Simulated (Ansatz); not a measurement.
This script for Ansatz's Python interface starts 5 runs on GeH₄SSe, SMILES [SH][GeH2][SeH]. What input does the engine get in each?

Script `geh4sse.py`:
```python
from dataclasses import dataclass
import logging
import sys

import ansatz as az
from ase import Atoms
import numpy as np

logging.basicConfig(stream=sys.stdout, format="[%(levelname)s] %(message)s")
log = logging.getLogger("run")
log.setLevel(logging.INFO)


@dataclass
class Settings:
    basis_set: str = "def2-SVP"
    xc: str = "B3LYP"
    vdw: str = "d4"


settings = Settings()

atoms = Atoms(["S", "Ge", "Se", "H", "H", "H", "H"], positions=[
    (-1.7763, 0.4492, -1.1516),
    (0.0309, 0.4791, 0.0498),
    (1.1311, -1.5594, -0.2796),
    (-2.2497, -0.6321, -0.5047),
    (0.9518, 1.645, -0.4093),
    (-0.3264, 0.6603, 1.548),
    (2.2999, -1.1101, 0.7017),
])
mol = az.Crystal.molecule_from_ase(atoms)

setup = (
    mol.calculation()
    .basis(gaussian=settings.basis_set)
    .functional(settings.xc, dispersion=settings.vdw)
)
symbols = [site.symbol for site in mol.cartesian_sites]
pairs = [(0, 1), (0, 3), (1, 2), (1, 4), (1, 5), (2, 6)]
print("held (A)   E (eV)        ", "  ".join(f"{symbols[i]}{i}-{symbols[j]}{j}" for i, j in pairs))
for length in [1.46, 1.59, 1.72, 1.91, 2.15]:
    rep = setup.relax(constraints=[az.DistanceConstraint((2, 6), at=length)], force_tolerance=0.02, max_steps=60).run().report
    xyz = np.array(rep["positions_ang"])
    print(f"{length:6.2f} {rep['free_energy_ev']:14.5f}  ", "  ".join(f"{np.linalg.norm(xyz[i] - xyz[j]):.3f}" for i, j in pairs))
```

Run 1:
```yaml
crystal:
  periodic: [false, false, false]
  atoms:
    - { symbol: S, position_ang: [-1.7763, 0.4492, -1.1516] }
    - { symbol: Ge, position_ang: [0.0309, 0.4791, 0.0498] }
    - { symbol: Se, position_ang: [1.1311, -1.5594, -0.2796] }
    - { symbol: H, position_ang: [-2.2497, -0.6321, -0.5047] }
    - { symbol: H, position_ang: [0.9518, 1.645, -0.4093] }
    - { symbol: H, position_ang: [-0.3264, 0.6603, 1.548] }
    - { symbol: H, position_ang: [2.2999, -1.1101, 0.7017] }
basis:
  gaussian:
    orbitals: def2-SVP
hamiltonian:
  xc: b3lyp
  dispersion: d4
relax:
  f_tol: 0.02
  max_steps: 60
  constraints:
    - { distance: [2, 6], at: 1.46 }
```

Run 2, against run 1:
```diff
-    - { distance: [2, 6], at: 1.46 }
+    - { distance: [2, 6], at: 1.59 }
```

Run 3, against run 1:
```diff
-    - { distance: [2, 6], at: 1.46 }
+    - { distance: [2, 6], at: 1.72 }
```

Run 4, against run 1:
```diff
-    - { distance: [2, 6], at: 1.46 }
+    - { distance: [2, 6], at: 1.91 }
```

Run 5, against run 1:
```diff
-    - { distance: [2, 6], at: 1.46 }
+    - { distance: [2, 6], at: 2.15 }
```

```console
$ python geh4sse.py
held (A)   E (eV)         S0-Ge1  S0-H3  Ge1-Se2  Ge1-H4  Ge1-H5  Se2-H6
DeckWarning: relax.constraints: the input's atoms, or those drawn, lie off the distances that are held; a relaxation that starts there is brought onto them ahead of its first SCF, by positions alone, an atom by 6.54e-2 Å at the most. With the symmetry [...]
  1.46  -132754.16262   2.241  1.353  2.384  1.541  1.543  1.460
  1.59  -132754.05341   2.241  1.354  2.384  1.540  1.543  1.590
  1.72  -132753.73895   2.242  1.355  2.381  1.540  1.543  1.720
  1.91  -132753.13334   2.243  1.354  2.379  1.541  1.542  1.910
  2.15  -132752.32272   2.246  1.354  2.371  1.539  1.542  2.150
```
(Warnings from the package without file and line, shortened, repeats left out.)

These settings explore the input space; basis and method may be short of convergence. The energies are electronic: no zero-point or thermal terms, and the basis set is short of its limit. b3lyp holds the VWN-RPA fit, as in Gaussian; the form of ORCA and Turbomole is b3lyp5. Wall time of the script: 5.1 min on 1 thread of Arm Neoverse V1, with other jobs on the host, peak memory 0.33 GiB.
